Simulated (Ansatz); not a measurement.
**TiN (octet): the correlation ladder, def2-QZVPP**

An exercise on one series of results from a longer session: the logs are not shown, and one member is left open.

Method: def2-QZVPP, core rule «outside noble gas», up to 10 orbitals frozen; program: Ansatz 0.2.0, Gaussian basis.

Plan: UHF; ROHF; CCSD(T) on UHF.

### What is computed

The geometry is a PBE0/def2-TZVP stationary point (not a proven minimum) of the parent state, kept for this charge and spin.

2 atoms, charge 0, spin multiplicity 8.

Atoms are counted from 1 here; the program's logs count them from 0.

Bond lengths: Ti1–N2 2.040 Å.

The first run:

File in.yaml:

```yaml
crystal:
  periodic: [false, false, false]
  atoms:
    - {symbol: Ti, position_ang: [0.000000, 0.000000, 0.000000]}
    - {symbol: N, position_ang: [0.000000, 0.000000, 2.039600]}
basis:
  gaussian: {orbitals: "def2-QZVPP.json"}
magnetization: {spin_polarized: true, initial_magnetization: 7}
hamiltonian: {xc: hf}
output: {orbitals: {seedname: orbitals}}
```

Run with:

```sh
$ ansatz run in.yaml --threads 1 --pin off --events-out ev --progress --plain --max-ram 2816MiB --backend cpu
```

Among the steps run: UHF; ROHF; CCSD(T) on UHF.

One of the session's tables, all rows but one given; the rest of the session is left out.

| method | from UCCSD(T) (kcal/mol) |
| --- | --- |
| ROHF | ? |
| UHF | +108.22 |
| UMP2 | +17.67 |
| UCCSD | +3.04 |
| UCCSD(T) | 0 |

**Question.** Estimate the row for ROHF.

The run gave: from UCCSD(T) (kcal/mol): +112.89. In the column «from UCCSD(T) (kcal/mol)» it is the highest.
